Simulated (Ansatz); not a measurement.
I need a charge-density difference against the sublattices of LiMg₂, space group Cmcm. Use Ansatz 0.2.0 through its Python package. Level of theory (first run): LDA, PAW, cutoff 460 eV, 5×5×5 k-points, Methfessel-Paxton smearing of 0.1 eV.

```yaml
crystal:
  lattice:
    - [4.68542, -2.68588, 0.00000]
    - [4.68542, 2.68588, 0.00000]
    - [0.00000, 0.00000, 5.05233]
  atoms:
    - { symbol: Li, position: [0.66716, 0.33284, 0.75000] }
    - { symbol: Li, position: [0.33284, 0.66716, 0.25000] }
    - { symbol: Mg, position: [0.33433, 0.99433, 0.75000] }
    - { symbol: Mg, position: [0.00567, 0.66567, 0.75000] }
    - { symbol: Mg, position: [0.99433, 0.33433, 0.25000] }
    - { symbol: Mg, position: [0.66567, 0.00567, 0.25000] }
```

`limg2.py`
```python
import logging
import sys

import ansatz as az
import numpy as np

logging.basicConfig(stream=sys.stdout, format='[%(levelname)s] %(message)s')
log = logging.getLogger('calc')
log.setLevel(logging.INFO)

SETTINGS = {
    'xc': 'LDA',
    'smearing': 'methfessel_paxton',
    'cutoff_ev': 460,
    'mesh': (5, 5, 5),
}

vectors0 = np.array([
    [4.685423, -2.68588, 0.0],
    [4.685423, 2.68588, 0.0],
    [0.0, 0.0, 5.052332],
])
sites = [
    ('Li', (0.667158, 0.332842, 0.75)),
    ('Li', (0.332842, 0.667158, 0.25)),
    ('Mg', (0.334329, 0.99433, 0.75)),
    ('Mg', (0.00567, 0.665671, 0.75)),
    ('Mg', (0.99433, 0.334329, 0.25)),
    ('Mg', (0.665671, 0.00567, 0.25)),
]


def crystal_on(cell):
    crystal = az.Crystal(lattice=az.Lattice.of(cell))
    for symbol, position in sites:
        crystal = crystal.atom(symbol, position)
    return crystal


def main() -> None:
    def solve(crystal):
        return (
            crystal.calculation()
            .functional(SETTINGS['xc'])
            .occupations(SETTINGS['smearing'])
            .mixing('anderson')
            .initial_density(normalization='cell')
            .basis(SETTINGS['cutoff_ev'], grid_basis='typed')
            .kpoints(*SETTINGS['mesh'])
            .density()
            .run(threads=1)
        )


    whole = solve(crystal_on(vectors0))
    difference = whole.density().channels[0].density_e_per_ang3.copy()
    binding = whole.report['free_energy_ev']
    for element in ['Li', 'Mg']:
        part = az.Crystal(lattice=az.Lattice.of(vectors0))
        for symbol, position in sites:
            if symbol == element:
                part = part.atom(symbol, position)
        alone = solve(part)
        difference -= alone.density().channels[0].density_e_per_ang3
        binding -= alone.report['free_energy_ev']
        log.info(f'{element} sublattice: {alone.report["n_electrons"]:g} electrons, {alone.report["n_iterations"]} iterations')

    voxel = abs(np.linalg.det(vectors0)) / difference.size
    log.info(f'energy of the crystal less its unpolarised sublattices: {binding / len(sites):.4f} eV/atom')
    log.info(f'net charge of the difference {difference.sum() * voxel:.5f} e, charge rearranged {0.5 * np.abs(difference).sum() * voxel:.3f} e')
    log.info(f'extremes {difference.min():.4f} and {difference.max():.4f} e/A^3')
    for (symbol, position) in sites:
        index = tuple(int(round(p * n)) % n for p, n in zip(position, difference.shape))
        log.info(f'  change of the pseudo-density at the grid point nearest {symbol}: {difference[index]:+.4f} e/A^3')
    profile = difference.mean(axis=(0, 1))
    print('planar mean along the third vector:', np.round(profile[:: max(len(profile) // 12, 1)], 4))


if __name__ == '__main__':
    main()
```

```console
$ python limg2.py
[INFO] Li sublattice: 6 electrons, 6 iterations
[INFO] Mg sublattice: 40 electrons, 7 iterations
[INFO] energy of the crystal less its unpolarised sublattices: -0.6035 eV/atom
[INFO] net charge of the difference -0.00000 e, charge rearranged 0.366 e
[INFO] extremes -0.0298 and 0.0173 e/A^3
[INFO]   change of the pseudo-density at the grid point nearest Li: -0.0215 e/A^3
[INFO]   change of the pseudo-density at the grid point nearest Li: -0.0215 e/A^3
[INFO]   change of the pseudo-density at the grid point nearest Mg: -0.0105 e/A^3
[INFO]   change of the pseudo-density at the grid point nearest Mg: -0.0105 e/A^3
[INFO]   change of the pseudo-density at the grid point nearest Mg: -0.0105 e/A^3
[INFO]   change of the pseudo-density at the grid point nearest Mg: -0.0105 e/A^3
planar mean along the third vector: [-0.0003 -0.0003  0.0003  0.0004  0.0003 -0.0003 -0.0003 -0.0003  0.0003
  0.0004  0.0003 -0.0003]
```

Notes:
- These settings explore the input space; cutoff and mesh may be short of convergence.
- For a metal this k-point mesh is coarse: on a finer one energies can move by several to tens of meV an atom and pressures by half a GPa or more, differences at one mesh by less.
- The fields are valence quantities on the plane-wave grid; their values near the nuclei depend on the potentials.
- The structure comes from a database of computed cells and needn't be a stable or known phase.
- Charge moved counts every rearrangement, bonding and polarisation too, and is no transfer between atoms; the bare sublattices are artificial references. Values near the nuclei depend on the potentials.
- Run time: 9.8 s on 1 thread of Arm Neoverse V2, on a shared host, peak memory 0.41 GiB.
